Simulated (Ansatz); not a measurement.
**C₂H₇MgNS: taking an electron away**

One table from this session's results is given with a row withheld; the runs are named, their logs left out.

The runs use Ansatz 0.2.0, Gaussian basis; unrestricted cation, the program's frozen cores in correlated methods.

The runs, in order: UKS PBE-D4/def2-TZVPP; UKS r2SCAN-D4/def2-TZVPP; UKS PBE0-D4/def2-TZVPP; UKS B3LYP-D4/def2-TZVPP; UKS wB97X-V/def2-TZVPP; UKS wB97M-V/def2-TZVPP; UKS B2PLYP/def2-TZVPP; UHF-CCSD(T)/def2-TZVPP; UHF-MP2/def2-QZVPP; extrapolation to the limit; then −ε(HOMO) from the neutral's earlier runs with LDA (SPW92), PBE-D4, revPBE-D4, BLYP-D4, r2SCAN-D4, B97M-V, PBE0-D4, B3LYP-D4, r2SCANh-D4, r2SCAN0-D4, HSE06-D4, BHLYP-D4, CAM-B3LYP-D4, LC-ωPBE, ωB97X-V, ωB97M-V.

## The geometry

An earlier PBE0-D4 in a triple-zeta def2 set relaxation fixed the geometry.

SMILES `C[N](C)[Mg][SH]`, 12 atoms, charge 0, spin multiplicity 1.

Atoms are counted from 1 here; the program's logs count them from 0.

Bond lengths: C1–N2 1.439 Å, C1–H6 1.103 Å, C1–H7 1.103 Å, C1–H8 1.096 Å, N2–C3 1.439 Å, N2–Mg4 1.890 Å, C3–H9 1.103 Å, C3–H10 1.096 Å, C3–H11 1.103 Å, Mg4–S5 2.289 Å, S5–H12 1.345 Å. Angles: N2–C1–H6 112.3°, N2–C1–H7 112.3°, N2–C1–H8 111.6°, H6–C1–H7 106.5°, H6–C1–H8 106.9°, H7–C1–H8 106.9°, C1–N2–C3 110.7°, C1–N2–Mg4 124.7°, C3–N2–Mg4 124.6°, N2–C3–H9 112.3°, N2–C3–H10 111.6°, N2–C3–H11 112.3°, H9–C3–H10 106.9°, H9–C3–H11 106.5°, H10–C3–H11 106.9°, N2–Mg4–S5 179.1°, Mg4–S5–H12 92.8°.

The first run:

in.yaml

```yaml
crystal:
  periodic: [false, false, false]
  atoms:
    - {symbol: C, position_ang: [-0.965081, -0.942322, 0.791302]}
    - {symbol: N, position_ang: [0.027981, -0.225199, 0.035850]}
    - {symbol: C, position_ang: [1.332283, -0.799618, 0.235819]}
    - {symbol: Mg, position_ang: [-0.331273, 1.266332, -1.067218]}
    - {symbol: S, position_ang: [-0.771680, 3.050943, -2.431094]}
    - {symbol: H, position_ang: [-0.759869, -0.925134, 1.875370]}
    - {symbol: H, position_ang: [-1.024319, -2.005304, 0.501246]}
    - {symbol: H, position_ang: [-1.965330, -0.517552, 0.649732]}
    - {symbol: H, position_ang: [1.642621, -0.775903, 1.294469]}
    - {symbol: H, position_ang: [2.101057, -0.264961, -0.333480]}
    - {symbol: H, position_ang: [1.376850, -1.856150, -0.079341]}
    - {symbol: H, position_ang: [-0.586339, 3.939468, -1.438655]}
basis:
  gaussian: {orbitals: def2-TZVPP}
total_charge: 1
magnetization: {spin_polarized: true, initial_magnetization: 1}
hamiltonian: {xc: pbe, dispersion: d4}
```

Run with:

```console
$ ansatz run in.yaml --threads 2 --pin off --events-out ev --progress --plain --max-ram 32768MiB --backend cpu
```

Steps of the session up to this table: Cation, UKS PBE-D4/def2-TZVPP; Cation, UKS r2SCAN-D4/def2-TZVPP; Cation, UKS PBE0-D4/def2-TZVPP; Cation, UKS B3LYP-D4/def2-TZVPP; Cation, UKS wB97X-V/def2-TZVPP; Cation, UKS wB97M-V/def2-TZVPP; Cation, UKS B2PLYP (frozen core)/def2-TZVPP; Cation, UHF-CCSD(T)/def2-TZVPP; Cation, UHF-MP2/def2-QZVPP.

One of the session's tables, all rows but one given; the rest of the session is left out.

It belongs to the step «Ionisation energies side by side». For comparison, −ε(HOMO) of the neutral from earlier runs:

| functional | −ε(HOMO) (eV) |
| --- | --- |
| LDA (SPW92) | 4.55 |
| PBE-D4 | 4.41 |
| revPBE-D4 | 4.34 |
| BLYP-D4 | 4.31 |
| r2SCAN-D4 | 4.60 |
| B97M-V | 4.71 |
| PBE0-D4 | ? |
| B3LYP-D4 | 5.44 |
| r2SCANh-D4 | 5.06 |
| r2SCAN0-D4 | 5.77 |
| HSE06-D4 | 5.22 |
| BHLYP-D4 | 6.81 |
| CAM-B3LYP-D4 | 7.01 |
| LC-ωPBE | 8.31 |
| ωB97X-V | 8.00 |
| ωB97M-V | 7.93 |

Estimate the missing values for PBE0-D4.

**Answer.** −ε(HOMO) (eV): 5.62. In the column «−ε(HOMO) (eV)» it lies between B3LYP-D4 (5.44) and r2SCAN0-D4 (5.77).
